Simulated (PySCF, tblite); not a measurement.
# C4H7Br2FSi: geometry, infrared bands and NMR shifts

What infrared bands and NMR shifts should C4H7Br2FSi (`FC[SiH2]/C(=C/Br)CBr`) show?

The runs use tblite 0.8.0 and PySCF 2.14.0, with density-fitted response routines of our own; the level of theory stands in each step. All values are computed, except where a source is named. Atoms count from 0, in the outputs and in this text.

### Step 1. The molecule as given

15 atoms, charge 0, multiplicity 1; geometry from: force field or distance geometry start.

Bonds of the start (Å): F0–C1 1.37, C1–Si2 1.85, Si2–C3 1.87, C3–C4 1.34, C4–Br5 1.85, C3–C6 1.51, C6–Br7 1.95, C1–H8 1.08, C1–H9 1.09, Si2–H10 1.49, Si2–H11 1.49, C4–H12 1.09, C6–H13 1.09, C6–H14 1.09.

### Step 2. Relaxing the molecule with GFN2-xTB

Job settings and geometry (Å):

```
{"job": {"kind": "relax", "xc": "GFN2-xTB", "basis": "xTB"}, "charge": 0, "multiplicity": 1}
F     -2.245600    -0.943500     0.918300
C     -2.108500    -0.605700    -0.404800
Si    -0.867300     0.753500    -0.547600
C      0.855600     0.342100     0.039000
C      1.911900     0.966500    -0.488200
Br     3.693800     0.736800    -0.042200
C      0.936100    -0.650500     1.173900
Br     1.121700    -2.444500     0.442600
H     -3.081700    -0.316700    -0.769800
H     -1.798400    -1.512200    -0.927200
H     -1.325700     1.959200     0.195300
H     -0.767800     1.171400    -1.972400
H      1.806600     1.699100    -1.284500
H      0.060000    -0.654900     1.824700
H      1.804800    -0.492700     1.820800
```

Started as:

```bash
$ OMP_NUM_THREADS=1 python probes_run.py task.json out
```

The driver reads the jobs from task.json and runs them one after another.

**Question.** This job is followed by: GFN2-xTB harmonic vibrations, gas phase; GIAO PBE0/pcSseg-1 NMR shielding, non-relativistic, gas phase. Predict these results of the whole session: strongest single infrared mode (GFN2-xTB); zero-point energy (GFN2-xTB); ¹³C shifts against TMS (PBE0/pcSseg-1); ¹H shifts against TMS (PBE0/pcSseg-1, means over atoms taken as alike); ¹⁹F shifts against CFCl3 (PBE0/pcSseg-1); ²⁹Si shifts against TMS (PBE0/pcSseg-1); ⁷⁹Br shifts against HBr (PBE0/pcSseg-1).

The runs gave:

| quantity | value |
| --- | --- |
| strongest single infrared mode (GFN2-xTB) | 2291 cm⁻¹, 332 km/mol |
| zero-point energy (GFN2-xTB) | 59.9 kcal/mol |
| ¹³C shifts against TMS (PBE0/pcSseg-1) | 147.9, 139.4, 77.5, 46.1 ppm |
| ¹H shifts against TMS (PBE0/pcSseg-1, means over atoms taken as alike) | 6.55, 5.36, 4.81, 4.56 ppm |
| ¹⁹F shifts against CFCl3 (PBE0/pcSseg-1) | -304.0 ppm |
| ²⁹Si shifts against TMS (PBE0/pcSseg-1) | -45.8 ppm |
| ⁷⁹Br shifts against HBr (PBE0/pcSseg-1) | 553, 338 ppm |

**Reading.** The optimisation took 147 steps and gained 0.252 eV; among the close pairs (by a distance rule), C1–Si2 changed most, from 1.846 to 1.920 Å. No mode is imaginary among the 39: a minimum at this level. The strongest single mode, at 2291 cm⁻¹, moves mainly H10. Unscaled tight-binding wavenumbers are off by several per cent, some by more. Its intensities can rank the bands wrongly. C4, C6 stand next to heavy halogen, whose spin-orbit shielding this run leaves out, so the computed shift lies too far downfield, most of all for carbon beside Br or I. H12 (hydrogen on an alkene CH) lies farthest downfield among hydrogen, at 6.55 ppm; a vinylic proton, deshielded by the sp2 carbon and the C=C anisotropy. At PBE0/pcSseg-1: The widest tensor belongs to Br5: span 1345 ppm, with a paramagnetic part of -1053 ppm. Spin-orbit coupling is left out, which matters for shieldings and couplings at and beside the heavy atoms.
